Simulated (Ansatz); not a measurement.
**H6OSSi3: rigid torsion scan in Python**

A script is to give a rigid torsion scan; the system is H6OSSi3. SMILES: O[SiH]1[SiH2][SiH2]S1.

Computed with Ansatz 0.2.0 through its Python package. Level of theory: r2SCAN/def2-SVP.

### Step 1. The system

Bond lengths: O1–Si2 1.595 Å, Si2–Si3 2.249 Å, Si3–Si4 2.288 Å, Si2–S5 2.157 Å, Si4–S5 2.203 Å, O1–H6 1.020 Å, Si2–H7 1.506 Å, Si3–H8 1.555 Å, Si3–H9 1.477 Å, Si4–H10 1.497 Å, Si4–H11 1.401 Å. Angles (14 of 20 angles, heavy atoms first): O1–Si2–Si3 113.9°, O1–Si2–S5 106.9°, Si3–Si2–S5 91.1°, Si2–Si3–Si4 77.8°, Si3–Si4–S5 88.9°, Si2–S5–Si4 81.7°, O1–Si2–H7 113.8°, Si3–Si2–H7 117.2°, S5–Si2–H7 111.1°, Si2–O1–H6 116.4°, Si2–Si3–H8 115.0°, Si2–Si3–H9 117.4°, Si4–Si3–H8 111.3°, Si4–Si3–H9 119.1°.

The script holds or builds the structure itself.

### Step 2. The script

File torsion_h6ossi3.py:

```python
"""Energy of H6OSSi3 as one group turns about a bond."""

import ansatz
from ase import Atoms

BASIS = "def2-SVP"
XC = "r2scan"
FORCE_TOL = 0.02

atoms = Atoms(["O", "Si", "Si", "Si", "S", "H", "H", "H", "H", "H", "H"], positions=[
    [-1.6013, 1.7806, 0.8999],
    [-0.2701, 1.1728, 0.2646],
    [0.2565, -0.8729, 1.0377],
    [0.8361, -1.0281, -1.1702],
    [-0.8086, 0.3539, -1.6566],
    [-2.416, 1.8262, 0.2887],
    [0.8522, 2.1691, 0.134],
    [1.5111, -0.9253, 1.9556],
    [-0.8468, -1.7093, 1.5513],
    [0.4868, -2.3618, -1.7534],
    [2.0656, -0.4622, -1.531],
])

# relax first, so that the scan starts from a minimum
first = (
    ansatz.Crystal.molecule_from_ase(atoms).calculation()
    .basis(gaussian=BASIS)
    .functional(XC)
    .relax(force_tolerance=FORCE_TOL, max_steps=80)
)
atoms.positions = first.run().report["positions_ang"]

start = atoms.get_dihedral(2, 1, 0, 5)
energies = {}
for turn in range(0, 360, 40):
    turned = atoms.copy()
    turned.set_dihedral(2, 1, 0, 5, start + turn, indices=[0, 5])
    model = (
        ansatz.Crystal.molecule_from_ase(turned).calculation()
        .basis(gaussian=BASIS)
        .functional(XC)
    )
    energies[round((start + turn) % 360)] = model.run().report["free_energy_ev"]
floor = min(energies.values())
print("dihedral Si2-Si1-O0-H5 (deg)   E - E(min) (eV)")
for angle, e in sorted(energies.items()):
    print(f"{angle:8d} {(e - floor):14.3f}  " + "#" * int(30 * (e - floor) / max(max(energies.values()) - floor, 1e-9)))
```

### Step 3. The input behind the calls

The engine receives this input (first run):

```yaml
crystal:
  periodic: [false, false, false]
  atoms:
    - { symbol: O, position_ang: [-1.6013, 1.7806, 0.8999] }
    - { symbol: Si, position_ang: [-0.2701, 1.1728, 0.2646] }
    - { symbol: Si, position_ang: [0.2565, -0.8729, 1.0377] }
    - { symbol: Si, position_ang: [0.8361, -1.0281, -1.1702] }
    - { symbol: S, position_ang: [-0.8086, 0.3539, -1.6566] }
    - { symbol: H, position_ang: [-2.416, 1.8262, 0.2887] }
    - { symbol: H, position_ang: [0.8522, 2.1691, 0.134] }
    - { symbol: H, position_ang: [1.5111, -0.9253, 1.9556] }
    - { symbol: H, position_ang: [-0.8468, -1.7093, 1.5513] }
    - { symbol: H, position_ang: [0.4868, -2.3618, -1.7534] }
    - { symbol: H, position_ang: [2.0656, -0.4622, -1.531] }
basis:
  gaussian:
    orbitals: def2-SVP
hamiltonian:
  xc: r2scan
relax:
  f_tol: 0.02
  max_steps: 80
```

### Step 4. Launch

On the command line:

```
> python torsion_h6ossi3.py
```

**Question.** Where along the turn do the lowest and the highest point lie, and how far apart are they?

**Answer**, as computed:

| quantity | value |
| --- | --- |
| runs compared | 9 |
| range of energy | 0.162 eV |
| lowest point, turn (°) | 0 |

In words: The lowest point is at 312° and the highest at 72°, 0.162 eV (15.6 kJ/mol) above it, with the rest of the molecule held. Run 0: After 10 moves the largest shift is 0.602 Å, of atom 6 (H). The scan is rigid and the energies are electronic, in a modest basis. With rigid groups the curve can differ much from the relaxed path, the start wasn't checked as a minimum of this torsion, and equivalent turns needn't return to the same energy.
